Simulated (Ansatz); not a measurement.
# CH₇B₂FSi: how energies converge with the basis set

An exercise on one series of results from a longer session: the logs are not shown, and one member is left open.

Computed with Ansatz 0.2.0, Gaussian basis. Level: one geometry, several basis sets.

Plan: PBE0-D4/def2-SVP; ωB97M-V/def2-SVP; PBE0-D4/def2-QZVPP; ωB97M-V/def2-QZVPP; the functionals' def2-TZVPP values are taken from earlier runs.

**The geometry**

All runs share one geometry, relaxed beforehand with PBE0-D4 in a triple-zeta def2 set.

12 atoms, charge 0, spin multiplicity 1.

Atoms are counted from 1 here; the program's logs count them from 0.

Bond lengths: B1–C2 1.549 Å, B1–H6 1.197 Å, B1–H7 1.196 Å, C2–B3 1.557 Å, C2–H8 1.090 Å, C2–H9 1.107 Å, B3–Si4 2.008 Å, B3–H10 1.198 Å, Si4–F5 1.607 Å, Si4–H11 1.491 Å, Si4–H12 1.491 Å. Angles: C2–B1–H6 121.1°, C2–B1–H7 119.6°, H6–B1–H7 119.3°, B1–C2–B3 108.3°, B1–C2–H8 116.0°, B1–C2–H9 104.7°, B3–C2–H8 115.6°, B3–C2–H9 99.2°, H8–C2–H9 111.2°, C2–B3–Si4 119.0°, C2–B3–H10 118.6°, Si4–B3–H10 122.4°, B3–Si4–F5 114.0°, B3–Si4–H11 110.1°, B3–Si4–H12 109.8°, F5–Si4–H11 107.4°, F5–Si4–H12 107.4°, H11–Si4–H12 107.9°.

The first run:

File in.yaml:

```yaml
crystal:
  periodic: [false, false, false]
  atoms:
    - {symbol: B, position_ang: [-0.096767, 1.580439, 1.453515]}
    - {symbol: C, position_ang: [0.294271, 0.130779, 1.074266]}
    - {symbol: B, position_ang: [0.540458, 0.076872, -0.461797]}
    - {symbol: Si, position_ang: [-0.419864, -1.308692, -1.552224]}
    - {symbol: F, position_ang: [-0.070652, -1.264555, -3.120357]}
    - {symbol: H, position_ang: [-1.195798, 1.841065, 1.848624]}
    - {symbol: H, position_ang: [0.699873, 2.462186, 1.316486]}
    - {symbol: H, position_ang: [-0.342574, -0.657169, 1.476803]}
    - {symbol: H, position_ang: [1.338395, 0.021281, 1.425365]}
    - {symbol: H, position_ang: [1.303690, 0.861834, -0.948563]}
    - {symbol: H, position_ang: [-0.080263, -2.673849, -1.059266]}
    - {symbol: H, position_ang: [-1.893771, -1.125490, -1.418849]}
basis:
  gaussian: {orbitals: def2-SVP}
hamiltonian: {xc: pbe0, dispersion: d4}
output: {orbitals: {seedname: orbitals}}
```

Steps of the session up to this table: PBE0-D4 in def2-SVP; ωB97M-V in def2-SVP; PBE0-D4 in def2-QZVPP; ωB97M-V in def2-QZVPP.

One of the session's tables, all rows but one given; the rest of the session is left out.

It belongs to the step «Density functionals: the series». 

```
functional       basis  HOMO (eV)  LUMO (eV)
   PBE0-D4    def2-SVP      -8.05      -2.34
   PBE0-D4  def2-TZVPP      -8.07      -2.39
   PBE0-D4  def2-QZVPP      -8.08      -2.40
   ωB97M-V    def2-SVP     -10.17      -0.30
   ωB97M-V  def2-TZVPP     -10.23      -0.43
   ωB97M-V  def2-QZVPP          ?          ?
```

Q: Estimate the row for ωB97M-V, def2-QZVPP from the others.

**Answer.** HOMO (eV): -10.24; LUMO (eV): -0.47. In the column «HOMO (eV)» it is the lowest.
